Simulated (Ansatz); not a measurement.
A run of Ansatz 0.2.0 is set up as follows.

input.yaml

```yaml
crystal:
  lattice:
    - [2.879, 0.0, 0.0]
    - [-1.4395, 2.4932871375, 0.0]
    - [0.0, 0.0, 7.052]
  atoms:
    - { symbol: O, position: [0.3333333333, 0.6666666667, 0.694] }
    - { symbol: O, position: [0.6666666667, 0.3333333333, 0.306] }
    - { symbol: B, position: [0.3333333333, 0.6666666667, 0.977] }
    - { symbol: B, position: [0.6666666667, 0.3333333333, 0.023] }
    - { symbol: B, position: [0.0, 0.0, 0.62] }
    - { symbol: B, position: [0.0, 0.0, 0.38] }
hamiltonian:
  xc: pbe
  pseudopotentials: { kind: nc, accuracy: standard }
kpoints:
  mp_grid: { grid: [11, 11, 4] }
  band_path:
    path:
      - [[0.0, 0.0, 0.0], [0.5, 0.0, 0.0], [0.3333333333, 0.3333333333, 0.0], [0.0, 0.0, 0.0], [0.0, 0.0, 0.5], [0.5, 0.0, 0.5], [0.3333333333, 0.3333333333, 0.5], [0.0, 0.0, 0.5]]
      - [[0.5, 0.0, 0.5], [0.5, 0.0, 0.0]]
      - [[0.3333333333, 0.3333333333, 0.0], [0.3333333333, 0.3333333333, 0.5]]
    npoints: 14
scf:
  occupations: { method: fermi_dirac, width: 0.05 }
  n_extra_bands: 15
output:
  forces: true
  stress: true
  eigenvalues: true
  fatbands: true
  write_density: true
  write_potential: true
  elf: true
  volumetric_format: npy
```

Potentials or basis: PseudoDojo standard (PBE files).

Run with:

```bash
$ ansatz run input.yaml --threads 2 --pin off --max-ram 5632MiB --backend cpu --events-out ev --progress --plain --runs-dir out
```

Task: Estimate the band gap on the k mesh.

Result: None (metal or under the smearing width).

Task: What does it give for the largest force?

Result: 0.199 eV/Å.

Task: What does it give for the pressure?

Result: -19.1 GPa.

Levels at the corners of the path, in eV from the Fermi level:
| point | band 8 | band 9 | band 10 | band 11 | band 12 | band 13 | band 14 | band 15 | band 16 | band 17 |
| --- | --- | --- | --- | --- | --- | --- | --- | --- | --- | --- |
| Γ | -6.82 | -6.82 | -3.08 | -1.39 | 0.50 | 1.12 | 1.76 | 1.76 | 2.58 | 2.58 |
| M | -7.86 | -5.65 | -5.47 | -5.02 | -0.95 | 0.07 | 1.40 | 3.10 | 4.12 | 4.44 |
| K | -7.84 | -5.76 | -4.66 | -4.66 | -3.94 | 2.03 | 2.03 | 4.17 | 4.41 | 4.79 |
| Γ | -6.82 | -6.82 | -3.08 | -1.39 | 0.50 | 1.12 | 1.76 | 1.76 | 2.58 | 2.58 |
| A | -6.81 | -5.79 | -5.05 | -0.46 | 0.00 | 1.32 | 1.64 | 1.64 | 2.75 | 2.75 |
| L | -7.89 | -6.52 | -6.05 | -4.02 | -0.91 | -0.16 | 1.60 | 3.30 | 4.29 | 4.36 |
| H | -7.61 | -5.33 | -4.98 | -4.98 | -4.41 | 2.71 | 2.71 | 4.15 | 4.23 | 4.23 |
| A | -6.81 | -5.79 | -5.05 | -0.46 | 0.00 | 1.32 | 1.64 | 1.64 | 2.75 | 2.75 |
| L | -7.89 | -6.52 | -6.05 | -4.02 | -0.91 | -0.16 | 1.60 | 3.30 | 4.29 | 4.36 |
| M | -7.86 | -5.65 | -5.47 | -5.02 | -0.95 | 0.07 | 1.40 | 3.10 | 4.12 | 4.44 |
| K | -7.84 | -5.76 | -4.66 | -4.66 | -3.94 | 2.03 | 2.03 | 4.17 | 4.41 | 4.79 |
| H | -7.61 | -5.33 | -4.98 | -4.98 | -4.41 | 2.71 | 2.71 | 4.15 | 4.23 | 4.23 |
